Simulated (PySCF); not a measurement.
# C3H5AlF2: the cost of one run

Computed with PySCF 2.14.0, with density-fitted response routines of our own, on a single molecule in the gas phase. Atoms are numbered from 0 throughout.

## Step 1: Starting geometry

11 atoms, charge 0, multiplicity 1; geometry from: PBE0-D3(BJ)/def2-SVP.

Bonds of the start (Å): F0–C1 1.39, C1–C2 1.33, C2–F3 1.33, C2–C4 1.47, C4–Al5 2.01, C1–H6 1.09, C4–H7 1.10, C4–H8 1.10, Al5–H9 1.59, Al5–H10 1.59.

## Step 2: NMR shieldings: PBE0/6-31G*

Job settings and geometry (Å):

```
{"job": {"kind": "nmr", "xc": "PBE0", "basis": "6-31G*", "pop": true}, "charge": 0, "multiplicity": 1}
F     -0.091138     1.514684     0.678552
C     -1.249241     0.767784     0.524764
C     -1.094387    -0.448077    -0.001010
F     -2.187923    -1.191191    -0.167702
C      0.216464    -0.994466    -0.397231
Al     1.558963     0.467361    -0.103785
H     -2.139109     1.291506     0.863854
H      0.428512    -1.894629     0.206379
H      0.167181    -1.318895    -1.451436
H      2.492386     0.395133     1.181155
H      1.933194     1.382977    -1.349629
```

With the program's defaults for keys left out, this is: GIAO PBE0/6-31G* NMR shielding, non-relativistic, gas phase.

The run is started by

```console
OMP_NUM_THREADS=1 python probes_run.py task.json out
```

The driver reads the jobs from task.json and runs them one after another.

**Question.** How long does this first job take on 1 thread of Arm Neoverse V1, shared host, and how much memory does it need?

About 8.1 s, with a peak of 0.54 GiB.
